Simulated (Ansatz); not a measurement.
# AlBH₄Se (SMILES [BH2][AlH][SeH]): one structure at several levels

The task here is to estimate one member of a computed series from the others.

The runs use Ansatz 0.2.0, Gaussian basis; single points in def2-TZVPP.

Correlated methods freeze the cores. Filled d shells of the heavier atoms are correlated.

**The system as given**

SMILES `[BH2][AlH][SeH]`, 7 atoms, charge 0, spin multiplicity 1.

Atoms are counted from 1 here; the program's logs count them from 0.

Bond lengths: B1–Al2 2.029 Å, B1–H4 1.134 Å, B1–H5 1.253 Å, Al2–Se3 2.272 Å, Al2–H6 1.583 Å, Se3–H7 1.329 Å. Angles: Al2–B1–H4 117.5°, Al2–B1–H5 126.0°, H4–B1–H5 112.9°, B1–Al2–Se3 124.5°, B1–Al2–H6 127.2°, Se3–Al2–H6 108.3°, Al2–Se3–H7 89.2°.

As a file:

```
atom     x (Å)     y (Å)     z (Å)
  B1  -1.55540   0.43090  -0.43240
 Al2   0.27220   0.10620   0.38630
 Se3   1.91470  -1.13120  -0.58080
  H4  -2.35870  -0.34700  -0.24600
  H5  -1.79860   1.15280  -1.42680
  H6   0.82930   0.69330   1.74700
  H7   2.63620  -1.00730   0.52870
```

The first run:

The input, run/in.yaml:

```yaml
crystal:
  periodic: [false, false, false]
  atoms:
    - {symbol: B, position_ang: [-1.555400, 0.430900, -0.432400]}
    - {symbol: Al, position_ang: [0.272200, 0.106200, 0.386300]}
    - {symbol: Se, position_ang: [1.914700, -1.131200, -0.580800]}
    - {symbol: H, position_ang: [-2.358700, -0.347000, -0.246000]}
    - {symbol: H, position_ang: [-1.798600, 1.152800, -1.426800]}
    - {symbol: H, position_ang: [0.829300, 0.693300, 1.747000]}
    - {symbol: H, position_ang: [2.636200, -1.007300, 0.528700]}
basis:
  gaussian: {orbitals: def2-TZVPP}
correlation: {method: ccsd_t}
output: {forces: true}
```

No record of the launch command was kept for these runs.

Steps of the session up to this table: CCSD(T)/def2-TZVPP; PBE0-D4/def2-TZVPP; wB97M-V/def2-TZVPP; r2SCAN-D4/def2-TZVPP; PBE-D4/def2-TZVPP; wB97X-V/def2-TZVPP; revPBE-D4/def2-TZVPP.

One of the session's tables, all rows but one given; the rest of the session is left out.

```
   method  RMS force component (eV/Å)  angle to CCSD(T) forces (°)  dipole (D)
  CCSD(T)                       1.541                    reference        1.10
  PBE0-D4                       1.572                          2.6        1.06
  wB97M-V                           ?                            ?           ?
r2SCAN-D4                       1.552                          2.7        0.99
   PBE-D4                       1.628                          5.8        0.83
  wB97X-V                       1.560                          1.7        1.24
revPBE-D4                       1.646                          5.8        0.83
```

**Question.** Estimate the row for wB97M-V.

As computed: RMS force component (eV/Å): 1.536; angle to CCSD(T) forces (°): 2.4; dipole (D): 1.18. In the column «RMS force component (eV/Å)» it is the lowest.
